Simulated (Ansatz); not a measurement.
The system is HPbNO4.

```
CELL_PARAMETERS angstrom
3.85707 0.00178 -0.03658
0.17353 4.33436 -0.01647
0.75803 0.83873 5.87662
ATOMIC_POSITIONS crystal
H 0.61511 0.89559 0.19844
Pb 0.64597 0.44651 0.91685
N 0.71474 0.23810 0.50058
O 0.16958 0.47007 0.77768
O 0.62919 0.97045 0.49845
O 0.56424 0.92583 0.03849
O 0.78022 0.42250 0.31951
```

The cell was built by a generator and needn't be a form met in nature.

- Program: Ansatz 0.2.0
- Task: relaxation of cell and atoms
- Functional: BLYP
- Potentials or basis: Ansatz PAW
- Cutoff: 420 eV (not typed: the program's choice for these potentials)
- k mesh: 5 × 5 × 4
- Occupations: fermi-dirac, width 0.05 eV
- Spin: no spin polarisation

At the start: volume 14.06 Å³/atom.

**Question.** Where does the relaxation end?

**Answer.** It ends after 27 steps and the volume is 15.24 Å³/atom (+8.4 %); space group P1 (No. 1, to 0.05 Å).

The path:
```
step  energy change (eV)  largest force (eV/Å)  volume (Å³)
   1              0.0000                0.2554        98.41
   2              0.0002                0.1565       103.88
   3             -0.0087                0.0902       103.03
   4             -0.0099                0.0878       103.07
   5             -0.0100                0.0735       103.11
   6             -0.0099                0.0231       103.12
   7             -0.0098                0.0246       103.17
   8             -0.0097                0.0219       103.19
   9             -0.0096                0.0093       103.23
  10             -0.0388                0.0100       103.23
  11             -0.0332                0.0765       104.75
  12             -0.0320                0.0644       105.22
  13             -0.0320                0.0371       105.27
  14             -0.0320                0.0210       105.28
  15             -0.0320                0.0121       105.30
  16             -0.0320                0.0065       105.29
  17             -0.0429                0.0080       105.29
  18             -0.0405                0.0577       105.89
  19             -0.0405                0.0074       105.94
  20             -0.0398                0.0067       106.11
  21             -0.0435                0.0060       106.11
  22             -0.0423                0.0097       106.42
  23             -0.0437                0.0096       106.42
  24             -0.0431                0.0092       106.58
  25             -0.0437                0.0092       106.58
  26             -0.0434                0.0068       106.65
  27             -0.0438                0.0068       106.65
```

Final structure:
```yaml
crystal:
  lattice:
    - [3.87773, -0.03958, -0.07804]
    - [0.12777, 4.46735, -0.05037]
    - [0.69236, 0.81410, 6.13205]
  atoms:
    - { symbol: H, position: [0.62358, 0.89615, 0.19124] }
    - { symbol: Pb, position: [0.65149, 0.43854, 0.92857] }
    - { symbol: N, position: [0.70277, 0.24486, 0.49490] }
    - { symbol: O, position: [0.17140, 0.45567, 0.78578] }
    - { symbol: O, position: [0.62188, 0.98352, 0.48939] }
    - { symbol: O, position: [0.58708, 0.92151, 0.03545] }
    - { symbol: O, position: [0.76085, 0.42880, 0.32467] }
```

Caveat: the plane-wave basis is chosen anew once the cell has moved, so the energies of steps on either side of that aren't comparable; the pressure holds a Pulay correction of +0.7 GPa for the finite cutoff; the PAW data sets come from PBE, with cores solved anew for the run's functional, which leaves a small shift of forces and pressure.
